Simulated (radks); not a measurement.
# Taking charge from the 4f level of Tm²⁺ in fractions

Aim: follow energy and eigenvalue as charge leaves the 4f level of Tm²⁺ bit by bit, and test Janak's theorem, Slater's transition state and the straight-line condition.

The numbers are computed with radks (a radial shooting solver on a logarithmic mesh, Libxc functionals) version 1 (Dirac Kohn-Sham, LDA (Slater exchange, Perdew-Wang correlation), spin-unpolarised, spherical densities, point nucleus), except any that are marked as measured or tabulated.

**1. What is computed**

| Quantity | Value |
| --- | --- |
| element | thulium (Z = 69) |
| charge | +2 |
| electrons | 67 |
| configuration | [Xe] 4f(5/2: 6, 7/2: 7) |

A shell typed twice in an input gives the lower j, then the higher j.

**2. Start: [Xe] 4f(5/2: 6, 7/2: 7)**

Input:

```text
Z 69
configuration [Xe] 4f6 4f7
relativity Dirac
functional lda,pw
spin unpolarised
j_filling energy
nucleus point
c 137.035999084
```

**3. 0.1 electron removed from 4f**

Input: that of step 2 with these lines changed.

```diff
@@ -1,3 +1,3 @@
 Z 69
-configuration [Xe] 4f6 4f7
+configuration [Xe] 4f6 4f6.9
 relativity Dirac
```

**4. 0.2 electron removed from 4f**

Input: that of step 3 with these lines changed.

```diff
@@ -1,3 +1,3 @@
 Z 69
-configuration [Xe] 4f6 4f6.9
+configuration [Xe] 4f6 4f6.8
 relativity Dirac
```

**5. 0.3 electron removed from 4f**

Input: that of step 4 with these lines changed.

```diff
@@ -1,3 +1,3 @@
 Z 69
-configuration [Xe] 4f6 4f6.8
+configuration [Xe] 4f6 4f6.7
 relativity Dirac
```

**6. 0.4 electron removed from 4f**

Input: that of step 5 with these lines changed.

```diff
@@ -1,3 +1,3 @@
 Z 69
-configuration [Xe] 4f6 4f6.7
+configuration [Xe] 4f6 4f6.6
 relativity Dirac
```

**7. 0.5 electron removed from 4f**

Input: that of step 6 with these lines changed.

```diff
@@ -1,3 +1,3 @@
 Z 69
-configuration [Xe] 4f6 4f6.6
+configuration [Xe] 4f6 4f6.5
 relativity Dirac
```

**8. 0.6 electron removed from 4f**

Input: that of step 7 with these lines changed.

```diff
@@ -1,3 +1,3 @@
 Z 69
-configuration [Xe] 4f6 4f6.5
+configuration [Xe] 4f6 4f6.4
 relativity Dirac
```

**9. 0.7 electron removed from 4f**

Input: that of step 8 with these lines changed.

```diff
@@ -1,3 +1,3 @@
 Z 69
-configuration [Xe] 4f6 4f6.4
+configuration [Xe] 4f6 4f6.3
 relativity Dirac
```

**10. 0.8 electron removed from 4f**

Input: that of step 9 with these lines changed.

```diff
@@ -1,3 +1,3 @@
 Z 69
-configuration [Xe] 4f6 4f6.3
+configuration [Xe] 4f6 4f6.2
 relativity Dirac
```

**11. 0.9 electron removed from 4f**

Input: that of step 10 with these lines changed.

```diff
@@ -1,3 +1,3 @@
 Z 69
-configuration [Xe] 4f6 4f6.2
+configuration [Xe] 4f6 4f6.1
 relativity Dirac
```

**12. 1 electron removed from 4f**

Input: that of step 11 with these lines changed.

```diff
@@ -1,3 +1,3 @@
 Z 69
-configuration [Xe] 4f6 4f6.1
+configuration [Xe] 4f6 4f6
 relativity Dirac
```

Before running it: what results should come out? Wanted: for each run, removed; E − E(0); eigenvalue; E minus straight line.

As calculated:

```csv
removed (e),E − E(0) (eV),eigenvalue (eV),E minus straight line (eV)
0,0.000,-17.294,0.000
0.1,1.812,-18.957,-0.797
0.2,3.793,-20.657,-1.426
0.3,5.945,-22.392,-1.883
0.4,8.272,-24.160,-2.164
0.5,10.778,-25.960,-2.268
0.6,13.465,-27.792,-2.189
0.7,16.337,-29.654,-1.926
0.8,19.397,-31.546,-1.476
0.9,22.647,-33.465,-0.835
1,26.091,-35.413,0.000
```

In words: Removing the whole electron costs 26.091 eV, against 17.294 eV from minus the starting eigenvalue. Slater's transition state, half an electron removed, gives 25.960 eV. The trapezoid integral of minus the eigenvalue gives 26.094 eV over the range, against 26.091 eV from the energies (Janak's theorem). The eigenvalue moves by 18.1 eV per electron. E bends below the straight line by 2.27 eV at 0.5 electron removed: the delocalisation error of the functional. NIST lists 23.66 eV (semi-empirical) for the ionisation energy of Tm²⁺.
